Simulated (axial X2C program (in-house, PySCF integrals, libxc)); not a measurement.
**HfS⁺: properties at the nuclei**

Wanted for HfS⁺: properties at the nuclei, at the two-component level.

Method: two-component X2C with atomic mean-field terms, Hf dyall-cv3z, S dyall-av3z; program: an in-house X2C program for linear molecules on PySCF integrals.

All values are calculated.

### 1 The job

File task.json:

```json
{"zs": [72, 16], "q": 1, "bas": ["dyall-cv3z", "dyall-av3z"], "r0": 2.22, "levels": ["PBE0", "HF", "PBE", "BHandHLYP", "LDA"], "nst": 3}
```

Keys: zs atomic numbers; q charge; bas basis sets; r0 starting distance in Å; levels methods (HF also brings MP2); nst determinants followed.

Run with:

```
> python soeom.py task.json out
```

After this run come: Expectation values, lowest determinant; Expectation values, a higher determinant; Expectation values, a higher determinant.

**Question.** What will these runs give? Wanted: lowest determinant; Eeff magnitude; Ws magnitude Hf; A∥/gI Hf; qzz Hf; higher determinant (for each run or level that gives them).

The runs gave:

| quantity | value |
| --- | --- |
| lowest determinant | Ω = 1/2 (excess of +ω over −ω: ω = 1/2) |
| Eeff magnitude (GV/cm), PBE0 | 21.1 |
| Ws magnitude Hf (kHz), PBE0 | 37.3 |
| A∥/gI Hf (MHz), PBE0 | 11600 |
| qzz Hf (a.u.), PBE0 | -6.07 |
| higher determinant | Ω = 3/2 (excess of +ω over −ω: ω = 3/2) |
| Eeff magnitude (GV/cm), PBE0, higher determinant | 1.84 |
| Ws magnitude Hf (kHz), PBE0, higher determinant | 0.788 |
| A∥/gI Hf (MHz), PBE0, higher determinant | 929 |
| qzz Hf (a.u.), PBE0, higher determinant | -1.01 |
| higher determinant | Ω = 5/2 (excess of +ω over −ω: ω = 5/2) |
| Eeff magnitude (GV/cm), PBE0, higher determinant | 1.08 |
| Ws magnitude Hf (kHz), PBE0, higher determinant | 0.328 |
| A∥/gI Hf (MHz), PBE0, higher determinant | 115 |
| qzz Hf (a.u.), PBE0, higher determinant | -1.37 |

In the first state, the effective field runs from 21.1 to 25.2 GV/cm over the mean-field levels. The expectation values come from single determinants, which for open shells can mix terms of unlike spin or miss the lowest Ω, so a determinant need not be a state. Eeff is the effective electric field on the electron dipole moment in this Ω state and Ws the scalar–pseudoscalar constant (defined with the proton number Z and per Ω); A∥ is the parallel hyperfine constant, which follows by multiplying with the nuclear g factor gI = μI/(I μN); qzz is the electric field gradient, eQq0 = 234.96 MHz × Q/barn × qzz. The operators were transformed with the bare-nucleus X2C matrices.
